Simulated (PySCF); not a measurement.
# C₃H₆BBrSi: core binding energies at several levels of theory, part 2 of 3

PySCF 2.14.0. Atoms count from 0. The steps go on from the part before.

## Step 5: X-ray photoelectron lines: PBE, X2C

The job: settings as JSON, then the geometry in Å.

```
{"job": {"kind": "xps", "xc": "PBE"}, "charge": 0, "multiplicity": 1}
C     -3.648459     0.015736    -0.051234
C     -2.603967    -0.188678    -0.644141
B     -1.290222    -0.443041    -1.364105
Br    -1.185674     0.084696    -3.211986
C     -0.044206    -1.027057    -0.656748
Si     0.939190     0.382644     0.153547
H     -4.572330     0.196953     0.468990
H     -0.326744    -1.705571     0.164596
H      0.643982    -1.532952    -1.351467
H      0.081655     1.110018     1.135754
H      1.414931     1.342346    -0.885893
H      2.119320    -0.190255     0.869552
```

Method: delta-SCF UKS PBE, pcX-2 on the ionised atom, pcseg-1 elsewhere, spin-free X2C.

Output:

```text
ground state, core basis on atom 0 (C), 162 functions
  cycle   1  E = -3030.68858800  |g| = 5.31e-01
  cycle   2  E = -3030.59263851  |g| = 7.75e-01
  cycle   3  E = -3030.74477248  |g| = 2.74e-01
  cycle   4  E = -3030.76375864  |g| = 7.59e-02
  cycle   5  E = -3030.76519387  |g| = 2.59e-02
  cycle   6  E = -3030.76539496  |g| = 6.74e-03
  cycle   7  E = -3030.76540852  |g| = 1.59e-03
  cycle   8  E = -3030.76541181  |g| = 3.34e-04
  E(ground) = -3030.76931287 Eh
hole in C 1s of atom 0
  cycle   1  E = -3019.53525933  |g| = 1.52e+00
  cycle   2  E = -3013.17187814  |g| = 2.98e+00
  cycle   3  E = -3019.56926181  |g| = 8.60e-01
  cycle   4  E = -3019.79328847  |g| = 8.06e-01
  cycle   5  E = -3020.02090736  |g| = 4.30e-01
  cycle   6  E = -3020.11260934  |g| = 5.67e-02
  cycle   7  E = -3020.11436085  |g| = 3.12e-02
  cycle   8  E = -3020.11475410  |g| = 1.60e-02
  cycle   9  E = -3020.11490571  |g| = 5.80e-03
  cycle  10  E = -3020.11493549  |g| = 1.89e-03
  cycle  11  E = -3020.11493837  |g| = 7.95e-04
  cycle  12  E = -3020.11493780  |g| = 5.84e-04
  cycle  13  E = -3020.11493770  |g| = 1.72e-04
  E(ion) = -3020.11885235 Eh   <S^2> = 0.7833   hole on atom = 1.000   binding energy = 289.814 eV
ground state, core basis on atom 1 (C), 162 functions
  cycle   1  E = -3030.76570271  |g| = 7.60e-02
  cycle   2  E = -3030.76373444  |g| = 9.04e-02
  cycle   3  E = -3030.76368034  |g| = 9.04e-02
  cycle   4  E = -3030.76586655  |g| = 7.73e-03
  cycle   5  E = -3030.76588326  |g| = 5.80e-04
  cycle   6  E = -3030.76588315  |g| = 3.20e-04
  E(ground) = -3030.76974940 Eh
hole in C 1s of atom 1
  cycle   1  E = -3019.55294005  |g| = 1.52e+00
  cycle   2  E = -3013.98069302  |g| = 2.88e+00
  cycle   3  E = -3019.23536187  |g| = 1.02e+00
  cycle   4  E = -3019.80951378  |g| = 8.17e-01
  cycle   5  E = -3020.05100837  |g| = 3.63e-01
  cycle   6  E = -3020.10583710  |g| = 1.34e-01
  cycle   7  E = -3020.11649587  |g| = 5.20e-02
  cycle   8  E = -3020.11826846  |g| = 1.71e-02
  cycle   9  E = -3020.11840444  |g| = 8.72e-03
  cycle  10  E = -3020.11846041  |g| = 1.61e-03
  cycle  11  E = -3020.11846535  |g| = 9.83e-04
  cycle  12  E = -3020.11846679  |g| = 3.86e-04
  E(ion) = -3020.12233844 Eh   <S^2> = 0.7826   hole on atom = 1.000   binding energy = 289.731 eV
ground state, core basis on atom 2 (B), 162 functions
  cycle   1  E = -3030.75748468  |g| = 5.80e-02
  cycle   2  E = -3030.75728595  |g| = 3.17e-02
  cycle   3  E = -3030.75727078  |g| = 3.21e-02
  cycle   4  E = -3030.75758433  |g| = 5.57e-03
  cycle   5  E = -3030.75759299  |g| = 2.11e-03
  cycle   6  E = -3030.75759382  |g| = 3.97e-04
  E(ground) = -3030.76164335 Eh
hole in B 1s of atom 2
  cycle   1  E = -3023.11280637  |g| = 1.19e+00
  cycle   2  E = -3019.91269389  |g| = 2.48e+00
  cycle   3  E = -3023.33721498  |g| = 5.91e-01
  cycle   4  E = -3023.35028769  |g| = 5.84e-01
  cycle   5  E = -3023.49496507  |g| = 2.97e-01
  cycle   6  E = -3023.55193459  |g| = 7.21e-02
  cycle   7  E = -3023.55415469  |g| = 4.59e-02
  cycle   8  E = -3023.55569877  |g| = 7.77e-03
  cycle   9  E = -3023.55571883  |g| = 4.87e-03
  cycle  10  E = -3023.55573908  |g| = 9.81e-04
  cycle  11  E = -3023.55573895  |g| = 3.01e-04
  E(ion) = -3023.55977791 Eh   <S^2> = 0.7798   hole on atom = 1.000   binding energy = 195.973 eV
ground state, core basis on atom 4 (C), 162 functions
  cycle   1  E = -3030.76203484  |g| = 7.17e-02
  cycle   2  E = -3030.76195692  |g| = 2.16e-02
  cycle   3  E = -3030.76176456  |g| = 3.42e-02
  cycle   4  E = -3030.76203950  |g| = 1.21e-02
  cycle   5  E = -3030.76207744  |g| = 1.01e-03
  cycle   6  E = -3030.76207972  |g| = 2.86e-04
  E(ground) = -3030.76597540 Eh
hole in C 1s of atom 4
  cycle   1  E = -3019.55413038  |g| = 1.53e+00
  cycle   2  E = -3018.13564928  |g| = 2.22e+00
  cycle   3  E = -3019.89387482  |g| = 6.41e-01
  cycle   4  E = -3019.80413310  |g| = 7.38e-01
  cycle   5  E = -3020.11671971  |g| = 1.58e-01
  cycle   6  E = -3020.12752056  |g| = 7.65e-02
  cycle   7  E = -3020.13131785  |g| = 1.55e-02
  cycle   8  E = -3020.13146286  |g| = 5.38e-03
  cycle   9  E = -3020.13147682  |g| = 1.58e-03
  cycle  10  E = -3020.13147876  |g| = 3.41e-04
  E(ion) = -3020.13536408 Eh   <S^2> = 0.7605   hole on atom = 1.000   binding energy = 289.274 eV
ground state, core basis on atom 5 (Si), 173 functions
  cycle   1  E = -3030.82835956  |g| = 2.67e-01
  cycle   2  E = -3030.82838812  |g| = 4.14e-02
  cycle   3  E = -3030.82830929  |g| = 3.62e-02
  cycle   4  E = -3030.82847389  |g| = 1.81e-02
  cycle   5  E = -3030.82855069  |g| = 6.13e-03
  cycle   6  E = -3030.82856052  |g| = 1.06e-03
  cycle   7  E = -3030.82856034  |g| = 1.57e-04
  E(ground) = -3030.83255977 Eh
hole in Si 1s of atom 5
  cycle   1  E = -2961.99845946  |g| = 4.42e+00
  cycle   2  E = -2955.86187860  |g| = 3.70e+00
  cycle   3  E = -2942.56860746  |g| = 3.65e+00
  cycle   4  E = -2962.36394430  |g| = 9.83e-01
  cycle   5  E = -2959.21867031  |g| = 1.81e+00
  cycle   6  E = -2963.00410904  |g| = 3.70e-01
  cycle   7  E = -2962.94565016  |g| = 4.99e-01
  cycle   8  E = -2963.06658413  |g| = 2.05e-01
  cycle   9  E = -2963.08661697  |g| = 7.16e-02
  cycle  10  E = -2963.08901204  |g| = 3.88e-02
  cycle  11  E = -2963.08998949  |g| = 5.33e-03
  cycle  12  E = -2963.09000567  |g| = 2.00e-03
  cycle  13  E = -2963.09000811  |g| = 4.31e-04
  E(ion) = -2963.09401714 Eh   <S^2> = 0.7515   hole on atom = 1.000   binding energy = 1843.260 eV
hole in Si 2p of atom 5
  cycle   1  E = -3026.58466826  |g| = 1.23e+00
  cycle   2  E = -3024.54165742  |g| = 1.82e+00
  cycle   3  E = -3026.57298847  |g| = 6.77e-01
  cycle   4  E = -3026.87044551  |g| = 2.94e-01
  cycle   5  E = -3026.83135737  |g| = 3.98e-01
  cycle   6  E = -3026.91587071  |g| = 8.45e-02
  cycle   7  E = -3026.91972074  |g| = 2.00e-02
  cycle   8  E = -3026.91992763  |g| = 6.23e-03
  cycle   9  E = -3026.91994793  |g| = 2.93e-03
  cycle  10  E = -3026.91995540  |g| = 6.10e-04
  cycle  11  E = -3026.91995479  |g| = 1.60e-04
  E(ion) = -3026.92394848 Eh   <S^2> = 0.7519   hole on atom = 1.002   binding energy = 106.359 eV
  2p3/2 = 106.138 eV   2p1/2 = 106.761 eV
```

Run time: 26 s. Hardware: 1 thread of Arm Neoverse V1, shared host; peak memory 0.71 GiB.

Binding energies by hole, beside the orbital energy of the ground state; the difference holds orbital relaxation and, for a density functional, its self-interaction error:

| hole | stands for | environment | ΔSCF (eV; 2p as the shell's mean) | −ε (eV) | ⟨S²⟩ |
| --- | --- | --- | --- | --- | --- |
| C1s on C0 | C0 | terminal alkyne carbon | 289.81 | 269.7 | 0.783 |
| C1s on C1 | C1 | alkyne carbon | 289.73 | 269.2 | 0.783 |
| B1s on B2 | B2 | boron bonded to 2 C, Br | 195.97 | 178.7 | 0.780 |
| C1s on C4 | C4 | sp3 CH2 bonded to B and Si | 289.27 | 269.1 | 0.760 |
| Si1s on Si5 | Si5 | silicon bonded to C, 3 H | 1843.26 | 1783.6 | 0.751 |
| Si2p on Si5 | Si5 | silicon bonded to C, 3 H | 106.35 | 94.2 | 0.752 |

With the spin-orbit splitting: Si5 2p3/2 106.14, 2p1/2 106.76 eV. The table gives each 2p level as the mean over the whole 2p shell (two parts 2p3/2, one part 2p1/2), which differs a little from the single hole in the log.

## Step 6: Core holes by ΔSCF: HF, X2C

The job, as its differences from that of step 5:

```diff
@@ -1,2 +1,2 @@
-{"job": {"kind": "xps", "xc": "PBE"}, "charge": 0, "multiplicity": 1}
+{"job": {"kind": "xps", "xc": "HF"}, "charge": 0, "multiplicity": 1}
 C     -3.648459     0.015736    -0.051234
```

Level: delta-SCF UKS HF, pcX-2 on the ionised atom, pcseg-1 elsewhere, spin-free X2C.

Output:

```text
ground state, core basis on atom 0 (C), 162 functions
  cycle   1  E = -3028.07955823  |g| = 4.40e-01
  cycle   2  E = -3028.15416681  |g| = 1.58e-01
  cycle   3  E = -3028.16254152  |g| = 6.02e-02
  cycle   4  E = -3028.16393968  |g| = 1.99e-02
  cycle   5  E = -3028.16406565  |g| = 6.38e-03
  cycle   6  E = -3028.16408853  |g| = 2.30e-03
  cycle   7  E = -3028.16409574  |g| = 1.22e-03
  cycle   8  E = -3028.16409832  |g| = 5.80e-04
  cycle   9  E = -3028.16409902  |g| = 2.10e-04
  E(ground) = -3028.16409902 Eh
hole in C 1s of atom 0
  cycle   1  E = -3016.89745266  |g| = 1.49e+00
  cycle   2  E = -3017.13266112  |g| = 9.78e-01
  cycle   3  E = -3017.45056323  |g| = 2.10e-01
  cycle   4  E = -3017.47015815  |g| = 6.06e-02
  cycle   5  E = -3017.47295586  |g| = 2.86e-02
  cycle   6  E = -3017.47511119  |g| = 2.63e-02
  cycle   7  E = -3017.47808423  |g| = 2.42e-02
  cycle   8  E = -3017.48502805  |g| = 1.71e-02
  cycle   9  E = -3017.48628030  |g| = 2.44e-03
  cycle  10  E = -3017.48627605  |g| = 1.82e-03
  cycle  11  E = -3017.48628482  |g| = 1.01e-03
  cycle  12  E = -3017.48628602  |g| = 7.44e-04
  cycle  13  E = -3017.48628814  |g| = 2.35e-04
  E(ion) = -3017.48628814 Eh   <S^2> = 1.2444   hole on atom = 1.000   binding energy = 290.558 eV
ground state, core basis on atom 1 (C), 162 functions
  cycle   1  E = -3028.16475213  |g| = 2.63e-02
  cycle   2  E = -3028.16481422  |g| = 8.04e-03
  cycle   3  E = -3028.16482508  |g| = 5.65e-03
  cycle   4  E = -3028.16483271  |g| = 4.19e-04
  E(ground) = -3028.16483271 Eh
hole in C 1s of atom 1
  cycle   1  E = -3016.92554252  |g| = 1.49e+00
  cycle   2  E = -3017.14270937  |g| = 9.71e-01
  cycle   3  E = -3017.46085207  |g| = 2.33e-01
  cycle   4  E = -3017.48416890  |g| = 5.27e-02
  cycle   5  E = -3017.48647353  |g| = 2.70e-02
  cycle   6  E = -3017.48844952  |g| = 2.52e-02
  cycle   7  E = -3017.49138962  |g| = 2.34e-02
  cycle   8  E = -3017.49821022  |g| = 1.66e-02
  cycle   9  E = -3017.49948891  |g| = 4.00e-03
  cycle  10  E = -3017.49943871  |g| = 3.91e-03
  cycle  11  E = -3017.49948927  |g| = 2.67e-03
  cycle  12  E = -3017.49951323  |g| = 1.02e-03
  cycle  13  E = -3017.49952158  |g| = 7.45e-04
  cycle  14  E = -3017.49951842  |g| = 7.94e-04
  cycle  15  E = -3017.49950981  |g| = 5.48e-04
  cycle  16  E = -3017.49950958  |g| = 4.88e-04
  E(ion) = -3017.49950958 Eh   <S^2> = 1.2421   hole on atom = 1.000   binding energy = 290.218 eV
ground state, core basis on atom 2 (B), 162 functions
  cycle   1  E = -3028.15608594  |g| = 2.71e-02
  cycle   2  E = -3028.15619991  |g| = 5.44e-03
  cycle   3  E = -3028.15620829  |g| = 2.21e-03
  cycle   4  E = -3028.15620977  |g| = 4.63e-04
  E(ground) = -3028.15620977 Eh
hole in B 1s of atom 2
  cycle   1  E = -3020.47373334  |g| = 1.16e+00
  cycle   2  E = -3020.58090480  |g| = 8.05e-01
  cycle   3  E = -3020.86932144  |g| = 2.17e-01
  cycle   4  E = -3020.89353812  |g| = 4.99e-02
  cycle   5  E = -3020.89518508  |g| = 1.88e-02
  cycle   6  E = -3020.89576121  |g| = 1.05e-02
  cycle   7  E = -3020.89613039  |g| = 5.85e-03
  cycle   8  E = -3020.89628607  |g| = 3.59e-03
  cycle   9  E = -3020.89635140  |g| = 2.55e-03
  cycle  10  E = -3020.89639606  |g| = 1.73e-03
  cycle  11  E = -3020.89642199  |g| = 1.35e-03
  cycle  12  E = -3020.89644110  |g| = 1.08e-03
  cycle  13  E = -3020.89645680  |g| = 8.67e-04
  cycle  14  E = -3020.89646500  |g| = 8.00e-04
  cycle  15  E = -3020.89646982  |g| = 7.65e-04
  cycle  16  E = -3020.89647618  |g| = 7.43e-04
  cycle  17  E = -3020.89648522  |g| = 7.02e-04
  cycle  18  E = -3020.89650208  |g| = 6.27e-04
  cycle  19  E = -3020.89652524  |g| = 4.82e-04
  cycle  20  E = -3020.89653191  |g| = 3.31e-04
  E(ion) = -3020.89653191 Eh   <S^2> = 0.8463   hole on atom = 1.000   binding energy = 197.546 eV
ground state, core basis on atom 4 (C), 162 functions
  cycle   1  E = -3028.16160403  |g| = 2.60e-02
  cycle   2  E = -3028.16167335  |g| = 3.39e-03
  cycle   3  E = -3028.16167650  |g| = 1.26e-03
  cycle   4  E = -3028.16167696  |g| = 3.01e-04
  E(ground) = -3028.16167696 Eh
hole in C 1s of atom 4
  cycle   1  E = -3016.93806217  |g| = 1.50e+00
  cycle   2  E = -3017.28398790  |g| = 7.98e-01
  cycle   3  E = -3017.50166339  |g| = 1.14e-01
  cycle   4  E = -3017.50700480  |g| = 3.63e-02
  cycle   5  E = -3017.50778889  |g| = 1.62e-02
  cycle   6  E = -3017.50816838  |g| = 8.65e-03
  cycle   7  E = -3017.50833541  |g| = 3.21e-03
  cycle   8  E = -3017.50835552  |g| = 9.72e-04
  cycle   9  E = -3017.50835742  |g| = 4.20e-04
  E(ion) = -3017.50835742 Eh   <S^2> = 0.7818   hole on atom = 1.000   binding energy = 289.892 eV
ground state, core basis on atom 5 (Si), 173 functions
  cycle   1  E = -3028.22808915  |g| = 7.22e-02
  cycle   2  E = -3028.22826408  |g| = 7.34e-03
  cycle   3  E = -3028.22827424  |g| = 2.53e-03
  cycle   4  E = -3028.22827608  |g| = 7.12e-04
  cycle   5  E = -3028.22827629  |g| = 2.65e-04
  E(ground) = -3028.22827629 Eh
hole in Si 1s of atom 5
  cycle   1  E = -2959.27928094  |g| = 4.32e+00
  cycle   2  E = -2960.23146758  |g| = 1.01e+00
  cycle   3  E = -2960.33081472  |g| = 8.33e-02
  cycle   4  E = -2960.33284628  |g| = 2.18e-02
  cycle   5  E = -2960.33308206  |g| = 8.46e-03
  cycle   6  E = -2960.33314037  |g| = 4.05e-03
  cycle   7  E = -2960.33316329  |g| = 1.93e-03
  cycle   8  E = -2960.33317322  |g| = 9.95e-04
  cycle   9  E = -2960.33317606  |g| = 4.41e-04
  E(ion) = -2960.33317606 Eh   <S^2> = 0.7550   hole on atom = 1.000   binding energy = 1847.520 eV
hole in Si 2p of atom 5
  cycle   1  E = -3023.99120455  |g| = 1.20e+00
  cycle   2  E = -3024.28293281  |g| = 3.98e-01
  cycle   3  E = -3024.31259146  |g| = 3.28e-02
  cycle   4  E = -3024.31321101  |g| = 1.89e-02
  cycle   5  E = -3024.31344016  |g| = 8.06e-03
  cycle   6  E = -3024.31352776  |g| = 4.33e-03
  cycle   7  E = -3024.31357139  |g| = 1.94e-03
  cycle   8  E = -3024.31358241  |g| = 7.92e-04
  cycle   9  E = -3024.31358387  |g| = 2.97e-04
  E(ion) = -3024.31358387 Eh   <S^2> = 0.7614   hole on atom = 1.002   binding energy = 106.524 eV
  2p3/2 = 106.325 eV   2p1/2 = 106.919 eV
```

Run time: 47 s. Hardware: 1 thread of Arm Neoverse V1, shared host; peak memory 0.69 GiB.

The holes in one table. −ε is the ground-state orbital energy:

| hole | stands for | environment | ΔSCF (eV; 2p as the shell's mean) | −ε (eV) | ⟨S²⟩ |
| --- | --- | --- | --- | --- | --- |
| C1s on C0 | C0 | terminal alkyne carbon | 290.56 (doubtful) | 306.6 | 1.244 |
| C1s on C1 | C1 | alkyne carbon | 290.22 (doubtful) | 305.8 | 1.242 |
| B1s on B2 | B2 | boron bonded to 2 C, Br | 197.55 | 209.0 | 0.846 |
| C1s on C4 | C4 | sp3 CH2 bonded to B and Si | 289.89 | 305.4 | 0.782 |
| Si1s on Si5 | Si5 | silicon bonded to C, 3 H | 1847.52 | 1876.2 | 0.755 |
| Si2p on Si5 | Si5 | silicon bonded to C, 3 H | 106.52 | 115.3 | 0.761 |

Doubtful: the ion did not converge, its hole moved, or its ⟨S²⟩ is well above 0.75. Rows just under that mark are hardly safer.

With the spin-orbit splitting: Si5 2p3/2 106.33, 2p1/2 106.92 eV. The table gives each 2p level as the mean over the whole 2p shell (two parts 2p3/2, one part 2p1/2), which differs a little from the single hole in the log.

## Step 7: Core holes by ΔSCF: SCAN, X2C

The job, as its differences from that of step 6:

```diff
@@ -1,2 +1,2 @@
-{"job": {"kind": "xps", "xc": "HF"}, "charge": 0, "multiplicity": 1}
+{"job": {"kind": "xps", "basis": "pcX-1"}, "charge": 0, "multiplicity": 1}
 C     -3.648459     0.015736    -0.051234
```

Level: delta-SCF UKS SCAN, pcX-1 on the ionised atom, pcseg-1 elsewhere, spin-free X2C.

Output:

```text
ground state, core basis on atom 0 (C), 141 functions
  cycle   1  E = -3031.30611870  |g| = 5.14e-01
  cycle   2  E = -3031.24696036  |g| = 6.68e-01
  cycle   3  E = -3031.35616587  |g| = 2.74e-01
  cycle   4  E = -3031.37659615  |g| = 4.94e-02
  cycle   5  E = -3031.37722469  |g| = 1.73e-02
  cycle   6  E = -3031.37731103  |g| = 4.65e-03
  cycle   7  E = -3031.37731467  |g| = 1.77e-03
  cycle   8  E = -3031.37731656  |g| = 4.64e-04
  E(ground) = -3031.56022461 Eh
hole in C 1s of atom 0
  cycle   1  E = -3020.11101326  |g| = 1.50e+00
  cycle   2  E = -3016.02423341  |g| = 2.55e+00
  cycle   3  E = -3020.20601810  |g| = 8.32e-01
  cycle   4  E = -3020.40955739  |g| = 7.58e-01
  cycle   5  E = -3020.64669630  |g| = 2.99e-01
  cycle   6  E = -3020.69091414  |g| = 5.25e-02
  cycle   7  E = -3020.69235472  |g| = 3.30e-02
  cycle   8  E = -3020.69326873  |g| = 1.49e-02
  cycle   9  E = -3020.69354451  |g| = 8.11e-03
  cycle  10  E = -3020.69368157  |g| = 5.32e-03
  cycle  11  E = -3020.69374766  |g| = 3.07e-03
  cycle  12  E = -3020.69375882  |g| = 1.27e-03
  cycle  13  E = -3020.69376064  |g| = 6.17e-04
  cycle  14  E = -3020.69376213  |g| = 1.63e-04
  E(ion) = -3020.87526550 Eh   <S^2> = 0.8501   hole on atom = 1.000   binding energy = 290.753 eV
ground state, core basis on atom 1 (C), 141 functions
  cycle   1  E = -3031.37578152  |g| = 6.35e-02
  cycle   2  E = -3031.36814498  |g| = 1.79e-01
  cycle   3  E = -3031.37669642  |g| = 1.33e-02
  cycle   4  E = -3031.37674469  |g| = 5.17e-03
  cycle   5  E = -3031.37674841  |g| = 1.28e-03
  cycle   6  E = -3031.37675023  |g| = 3.08e-04
  E(ground) = -3031.55993886 Eh
hole in C 1s of atom 1
  cycle   1  E = -3020.13011863  |g| = 1.50e+00
  cycle   2  E = -3015.19881141  |g| = 2.63e+00
  cycle   3  E = -3019.88969419  |g| = 9.76e-01
  cycle   4  E = -3020.48986230  |g| = 6.64e-01
  cycle   5  E = -3020.63795032  |g| = 3.40e-01
  cycle   6  E = -3020.69251616  |g| = 8.79e-02
  cycle   7  E = -3020.69735140  |g| = 3.37e-02
  cycle   8  E = -3020.69839969  |g| = 1.32e-02
  cycle   9  E = -3020.69876251  |g| = 9.58e-03
  cycle  10  E = -3020.69894922  |g| = 5.84e-03
  cycle  11  E = -3020.69906249  |g| = 2.64e-03
  cycle  12  E = -3020.69907193  |g| = 1.05e-03
  cycle  13  E = -3020.69907397  |g| = 3.68e-04
  E(ion) = -3020.88014419 Eh   <S^2> = 0.8609   hole on atom = 1.000   binding energy = 290.612 eV
ground state, core basis on atom 2 (B), 141 functions
  cycle   1  E = -3031.37082930  |g| = 4.14e-02
  cycle   2  E = -3031.36820059  |g| = 1.04e-01
  cycle   3  E = -3031.37113590  |g| = 1.40e-02
  cycle   4  E = -3031.37118570  |g| = 5.93e-03
  cycle   5  E = -3031.37119457  |g| = 6.63e-04
  cycle   6  E = -3031.37120007  |g| = 2.61e-04
  E(ground) = -3031.55556244 Eh
hole in B 1s of atom 2
  cycle   1  E = -3023.70369983  |g| = 1.18e+00
  cycle   2  E = -3021.01194803  |g| = 2.22e+00
  cycle   3  E = -3023.92651948  |g| = 5.64e-01
  cycle   4  E = -3024.01927204  |g| = 4.37e-01
  cycle   5  E = -3024.09212709  |g| = 2.50e-01
  cycle   6  E = -3024.13269971  |g| = 6.00e-02
  cycle   7  E = -3024.13480573  |g| = 2.87e-02
  cycle   8  E = -3024.13552036  |g| = 8.66e-03
  cycle   9  E = -3024.13560062  |g| = 6.76e-03
  cycle  10  E = -3024.13564496  |g| = 3.98e-03
  cycle  11  E = -3024.13566040  |g| = 2.02e-03
  cycle  12  E = -3024.13566820  |g| = 9.16e-04
  cycle  13  E = -3024.13566867  |g| = 4.39e-04
  E(ion) = -3024.31862193 Eh   <S^2> = 0.8233   hole on atom = 1.000   binding energy = 196.927 eV
ground state, core basis on atom 4 (C), 141 functions
  cycle   1  E = -3031.37415642  |g| = 3.19e-02
  cycle   2  E = -3031.37391535  |g| = 4.18e-02
  cycle   3  E = -3031.37435037  |g| = 6.10e-03
  cycle   4  E = -3031.37434270  |g| = 8.33e-03
  cycle   5  E = -3031.37435522  |g| = 1.25e-03
  cycle   6  E = -3031.37436187  |g| = 2.68e-04
  E(ground) = -3031.55701226 Eh
hole in C 1s of atom 4
  cycle   1  E = -3020.13552616  |g| = 1.51e+00
  cycle   2  E = -3019.23477149  |g| = 1.90e+00
  cycle   3  E = -3020.53091395  |g| = 5.73e-01
  cycle   4  E = -3020.50685125  |g| = 5.87e-01
  cycle   5  E = -3020.70815510  |g| = 1.06e-01
  cycle   6  E = -3020.71321174  |g| = 5.31e-02
  cycle   7  E = -3020.71504472  |g| = 7.35e-03
  cycle   8  E = -3020.71507709  |g| = 3.72e-03
  cycle   9  E = -3020.71508693  |g| = 1.38e-03
  cycle  10  E = -3020.71508636  |g| = 5.25e-04
  cycle  11  E = -3020.71508768  |g| = 1.58e-04
  E(ion) = -3020.89535265 Eh   <S^2> = 0.7664   hole on atom = 1.000   binding energy = 290.119 eV
ground state, core basis on atom 5 (Si), 153 functions
  cycle   1  E = -3031.47173341  |g| = 1.84e-01
  cycle   2  E = -3031.47135379  |g| = 5.84e-02
  cycle   3  E = -3031.47063800  |g| = 7.25e-02
  cycle   4  E = -3031.47192349  |g| = 2.91e-02
  cycle   5  E = -3031.47214346  |g| = 7.39e-03
  cycle   6  E = -3031.47215550  |g| = 9.14e-04
  cycle   7  E = -3031.47215734  |g| = 1.13e-04
  E(ground) = -3031.61244993 Eh
hole in Si 1s of atom 5
  cycle   1  E = -2962.53950005  |g| = 4.35e+00
  cycle   2  E = -2962.62705366  |g| = 2.10e+00
  cycle   3  E = -2963.21970030  |g| = 7.63e-01
  cycle   4  E = -2963.44976765  |g| = 4.97e-01
  cycle   5  E = -2963.53451039  |g| = 3.34e-01
  cycle   6  E = -2963.59972617  |g| = 2.68e-02
  cycle   7  E = -2963.59993874  |g| = 1.65e-02
  cycle   8  E = -2963.60008413  |g| = 6.94e-03
  cycle   9  E = -2963.60011275  |g| = 2.54e-03
  cycle  10  E = -2963.60011773  |g| = 6.90e-04
  cycle  11  E = -2963.60011745  |g| = 1.77e-04
  E(ion) = -2963.74870208 Eh   <S^2> = 0.7523   hole on atom = 1.000   binding energy = 1846.667 eV
hole in Si 2p of atom 5
  cycle   1  E = -3027.19535993  |g| = 1.23e+00
  cycle   2  E = -3027.08007844  |g| = 1.05e+00
  cycle   3  E = -3027.46596022  |g| = 2.95e-01
  cycle   4  E = -3027.48029807  |g| = 2.65e-01
  cycle   5  E = -3027.51735652  |g| = 7.65e-02
  cycle   6  E = -3027.52080292  |g| = 1.44e-02
  cycle   7  E = -3027.52091279  |g| = 4.93e-03
  cycle   8  E = -3027.52092966  |g| = 2.12e-03
  cycle   9  E = -3027.52092925  |g| = 7.03e-04
  cycle  10  E = -3027.52093234  |g| = 2.40e-04
  E(ion) = -3027.67275786 Eh   <S^2> = 0.7522   hole on atom = 1.002   binding energy = 107.204 eV
  2p3/2 = 106.987 eV   2p1/2 = 107.607 eV
```

It took 34 s on 1 thread of Arm Neoverse V1, shared host; peak memory 0.53 GiB.

The holes in one table. −ε is the ground-state orbital energy:

| hole | stands for | environment | ΔSCF (eV; 2p as the shell's mean) | −ε (eV) | ⟨S²⟩ |
| --- | --- | --- | --- | --- | --- |
| C1s on C0 | C0 | terminal alkyne carbon | 290.75 (doubtful) | 274.2 | 0.850 |
| C1s on C1 | C1 | alkyne carbon | 290.61 (doubtful) | 273.7 | 0.861 |
| B1s on B2 | B2 | boron bonded to 2 C, Br | 196.93 | 181.7 | 0.823 |
| C1s on C4 | C4 | sp3 CH2 bonded to B and Si | 290.12 | 273.5 | 0.766 |
| Si1s on Si5 | Si5 | silicon bonded to C, 3 H | 1846.67 | 1793.6 | 0.752 |
| Si2p on Si5 | Si5 | silicon bonded to C, 3 H | 107.19 | 96.4 | 0.752 |

Doubtful: the ion did not converge, its hole moved, or its ⟨S²⟩ is well above 0.75.

With the spin-orbit splitting: Si5 2p3/2 106.99, 2p1/2 107.61 eV. The table gives each 2p level as the mean over the whole 2p shell (two parts 2p3/2, one part 2p1/2), which differs a little from the single hole in the log.

[end of part 2 of 3]
